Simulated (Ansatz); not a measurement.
# CdF2 (SMILES [F][Cd][F]): functionals against CCSD(T) at one geometry

An exercise on one series of results from a longer session: the logs are not shown, and one member is left open.

Method: single points in def2-TZVPP; program: Ansatz 0.2.0, Gaussian basis.

Correlated methods freeze the cores. Filled d shells of the heavier atoms are correlated. Core potentials replace the inner electrons past krypton, and spin-orbit coupling is left out.

## Starting geometry

SMILES `[F][Cd][F]`, 3 atoms, charge 0, spin multiplicity 1.

Atoms are counted from 1 here; the program's logs count them from 0.

Bond lengths: F1–Cd2 1.887 Å, Cd2–F3 1.840 Å. Angles: F1–Cd2–F3 108.7°.

Coordinates:

```xyz
3
charge 0, multiplicity 1
F     1.3223    0.3976    0.7016
Cd   -0.3778    0.6205   -0.0858
F    -1.0051   -1.0268   -0.6123
```

Set-up of the first run:

run/in.yaml reads:

```yaml
crystal:
  periodic: [false, false, false]
  atoms:
    - {symbol: F, position_ang: [1.322300, 0.397600, 0.701600]}
    - {symbol: Cd, position_ang: [-0.377800, 0.620500, -0.085800]}
    - {symbol: F, position_ang: [-1.005100, -1.026800, -0.612300]}
basis:
  gaussian: {orbitals: def2-TZVPP}
correlation: {method: ccsd_t}
output: {forces: true}
```

The command line of these runs was not kept.

Among the steps run: CCSD(T)/def2-TZVPP; PBE0-D4/def2-TZVPP; wB97M-V/def2-TZVPP; r2SCAN-D4/def2-TZVPP; PBE-D4/def2-TZVPP; BLYP-D4/def2-TZVPP; CAM-B3LYP-D4/def2-TZVPP.

One table of the session follows, with a row left open; its other results are not shown here.

| method | RMS force component (eV/Å) | angle to CCSD(T) forces (°) | dipole (D) |
| --- | --- | --- | --- |
| CCSD(T) | 1.498 | reference | 5.76 |
| PBE0-D4 | 1.533 | 1.3 | 5.48 |
| wB97M-V | 1.598 | 2.5 | 5.64 |
| r2SCAN-D4 | 1.557 | 1.9 | 5.18 |
| PBE-D4 | 1.742 | 5.5 | 4.78 |
| BLYP-D4 | 1.914 | 7.6 | 4.71 |
| CAM-B3LYP-D4 | ? | ? | ? |

**Question.** Estimate the row for CAM-B3LYP-D4.

As computed: RMS force component (eV/Å): 1.520; angle to CCSD(T) forces (°): 0.6; dipole (D): 5.54. In the column «RMS force component (eV/Å)» it lies between CCSD(T) (1.498) and PBE0-D4 (1.533).
